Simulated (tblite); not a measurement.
# C4H11ClOSi2: the cost of one run

The runs use tblite 0.8.0 and PySCF 2.14.0, with density-fitted response routines of our own; the level of theory stands in each step. All values are computed, except where a source is named. Atoms count from 0, in the outputs and in this text.

**1. The molecule as given**

19 atoms, charge 0, multiplicity 1; geometry from: force field or distance geometry start.

Bonds of the start (Å): C0–Si1 1.86, Si1–C2 1.86, C2–Cl3 1.79, Si1–C4 1.98, C4–C5 1.55, C5–Si6 1.93, Si6–O7 1.72, O7–Si1 1.72, C0–H8 1.09, C0–H9 1.11, C0–H10 1.09, C2–H11 1.10, C2–H12 1.09, C4–H13 1.10, C4–H14 1.09, C5–H15 1.10, C5–H16 1.08, Si6–H17 1.49, Si6–H18 1.49.

**2. Relaxing the molecule with GFN2-xTB**

The job: settings as JSON, then the geometry in Å.

```
{"job": {"kind": "relax", "xc": "GFN2-xTB", "basis": "xTB"}, "charge": 0, "multiplicity": 1}
C      1.286100     1.579400     0.898100
Si     0.723700    -0.069500     0.239200
C      2.130600    -1.149900    -0.328200
Cl     2.974100    -0.334100    -1.676400
C     -0.590900     0.210600    -1.219900
C     -2.004500     0.244200    -0.577200
Si    -1.988700    -0.934800     0.949400
O     -0.321300    -0.863700     1.358100
H      1.820700     2.145100     0.134100
H      0.414500     2.179900     1.221600
H      1.938900     1.459600     1.758100
H      1.758200    -2.113400    -0.700300
H      2.842900    -1.331800     0.473900
H     -0.352200     1.132900    -1.770700
H     -0.495400    -0.639600    -1.896500
H     -2.212900     1.255800    -0.191200
H     -2.778000    -0.027900    -1.287200
H     -2.332200    -2.326200     0.542200
H     -2.823300    -0.407400     2.065300
```

Launch:

```console
$ OMP_NUM_THREADS=1 python probes_run.py task.json out
```

One launch serves the whole session: the jobs run in the order shown.

Q: Estimate the wall time and peak memory of this first job on 1 thread of Arm Neoverse N1, shared host.

About 1.1 s, with a peak of 0.18 GiB.
